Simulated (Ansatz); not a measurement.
**CHClGaN: a ladder of functionals and wavefunction methods**

The task here is to estimate one member of a computed series from the others.

Program: Ansatz 0.2.0, Gaussian basis. Level of theory: functionals in def2-TZVPP, the program's frozen cores in correlated methods. These are calculated values, not measurements.

Levels to be run: LDA (SPW92), PBE-D4, revPBE-D4, BLYP-D4, r2SCAN-D4, B97M-V, PBE0-D4, B3LYP-D4, r2SCANh-D4, r2SCAN0-D4, HSE06-D4, BHLYP-D4, CAM-B3LYP-D4, LC-ωPBE, ωB97X-V, ωB97M-V, B2PLYP, PBE-QIDH; CCSD(T)/def2-SVP; CCSD(T)/def2-TZVPP; CCSD(T)/def2-QZVPP; extrapolation to the limit; RPA on PBE.

## Structure used throughout

An earlier PBE0-D4 in a triple-zeta def2 set relaxation fixed the geometry.

SMILES `N#[C][GaH][Cl]`, 5 atoms, charge 0, spin multiplicity 1.

Atoms are counted from 1 here; the program's logs count them from 0.

Bond lengths: N1–C2 1.153 Å, C2–Ga3 1.934 Å, Ga3–Cl4 2.122 Å, Ga3–H5 1.542 Å. Angles: N1–C2–Ga3 178.4°, C2–Ga3–Cl4 113.9°, C2–Ga3–H5 124.2°, Cl4–Ga3–H5 121.9°.

Set-up of the first run:

Input file in.yaml:

```yaml
crystal:
  periodic: [false, false, false]
  atoms:
    - {symbol: N, position_ang: [1.282562, -1.536931, 1.399098]}
    - {symbol: C, position_ang: [0.710259, -0.785237, 0.738578]}
    - {symbol: Ga, position_ang: [-0.212049, 0.511401, -0.360764]}
    - {symbol: Cl, position_ang: [-2.031337, -0.203227, -1.187099]}
    - {symbol: H, position_ang: [0.300465, 1.940295, -0.631214]}
basis:
  gaussian: {orbitals: def2-TZVPP}
hamiltonian: {xc: lda}
output: {orbitals: {seedname: orbitals}}
```

Command:

```console
$ ansatz run in.yaml --threads 2 --pin off --events-out ev --progress --plain --max-ram 32768MiB --backend cpu
```

Among the steps run: LDA; PBE-D4 (GGA); revPBE-D4 (GGA); BLYP-D4 (GGA); r2SCAN-D4 (meta-GGA); B97M-V (meta-GGA); PBE0-D4 (hybrid); B3LYP-D4 (hybrid); r2SCANh-D4 (hybrid); r2SCAN0-D4 (hybrid); HSE06-D4 (hybrid); BHLYP-D4 (hybrid); CAM-B3LYP-D4 (range-separated); LC-ωPBE (range-separated); ωB97X-V (range-separated); ωB97M-V (range-separated); B2PLYP (double hybrid); PBE-QIDH (double hybrid).

One table of the session follows, with a row left open; its other results are not shown here.

It belongs to the step «Frontier levels by functional». 

```
  functional  HOMO (eV)  LUMO (eV)  gap (eV)
 LDA (SPW92)      -8.13      -3.77      4.37
      PBE-D4      -7.98      -3.46      4.52
   revPBE-D4          ?          ?         ?
     BLYP-D4      -7.84      -3.39      4.45
   r2SCAN-D4      -8.35      -3.27      5.08
      B97M-V      -8.43      -3.38      5.05
     PBE0-D4      -9.41      -2.67      6.75
    B3LYP-D4      -9.15      -2.93      6.22
  r2SCANh-D4      -8.87      -2.98      5.89
  r2SCAN0-D4      -9.66      -2.55      7.10
    HSE06-D4      -9.01      -3.04      5.97
    BHLYP-D4     -10.71      -1.89      8.81
CAM-B3LYP-D4     -10.81      -1.75      9.06
     LC-ωPBE     -12.23      -0.56     11.66
     ωB97X-V     -11.85      -0.68     11.17
     ωB97M-V     -11.69      -0.85     10.84
```

Estimate the missing values for revPBE-D4.

**Answer.** HOMO (eV): -7.93; LUMO (eV): -3.34; gap (eV): 4.59. In the column «HOMO (eV)» it lies between PBE-D4 (-7.98) and BLYP-D4 (-7.84).
